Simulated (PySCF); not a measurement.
# Accurate constants of TiO, step by step

One table from this session's results is given with a row withheld; the runs are named, their logs left out.

Computed with PySCF 2.14.0. Level: CCSD(T) on ROHF, no relativity in the base curves; scalar relativity is added as a correction.

The first run:

| Quantity | Value |
| --- | --- |
| molecule | TiO |
| state | triplet, unpaired electrons σ ↑, δ ↑ |
| smaller basis | Ti aug-cc-pVDZ, O aug-cc-pVDZ |
| larger basis | Ti aug-cc-pVTZ, O aug-cc-pVTZ |
| frozen core orbitals | 10 |
| extrapolation | correlation as n⁻³ (n = 2, 3), Hartree–Fock as (n+1)·exp(−9√n) |
| corrections | scalar relativity |
| distances (Å) | 1.4145, 1.4788, 1.5431, 1.6074, 1.6717, 1.7521, 1.8324 |
| masses (u) | 47.9479, 15.9949 |
| dissociation limit | Ti + O |

The run is started by

```console
OMP_NUM_THREADS=4 python comp.py task.json out
```

Steps of the session up to this table: Coupled cluster at each distance.

One table of the session follows, with a row left open; its other results are not shown here.

Parts of the energy along the bond, in eV from Ti + O:

| R (Å) | HF/CBS | CCSD corr. | (T) | relativity |
| --- | --- | --- | --- | --- |
| 1.4145 | -1.564 | -3.018 | -0.4664 | 0.0270 |
| 1.4788 | -2.292 | -3.103 | -0.5322 | 0.0219 |
| 1.5431 | -2.656 | -3.172 | -0.6000 | 0.0195 |
| 1.6074 | ? | ? | ? | ? |
| 1.6717 | -2.601 | -3.293 | -0.7418 | 0.0196 |
| 1.7521 | -2.208 | -3.370 | -0.8377 | 0.0217 |
| 1.8324 | -1.646 | -3.455 | -0.9419 | 0.0249 |

Estimate the missing values for R (Å) = 1.6074.

Worked estimate for «HF/CBS». A straight line through the neighbours (1.5431, -2.656) and (1.6717, -2.601) gives -2.656 + (-2.601 + 2.656) × (1.6074 − 1.5431) / (1.6717 − 1.5431) = -2.628; a parabola fitted to 4 rows on both sides gives -2.733.

As computed: HF/CBS: -2.737; CCSD corr.: -3.234; (T): -0.6696; relativity: 0.0189. In «HF/CBS» the line misses by +0.109 and the parabola by +0.004.

To keep in mind: Spin–orbit coupling, core–valence correlation and excitations beyond (T) are left out. An extrapolation from double and triple zeta is rough, so this isn't yet the limit.
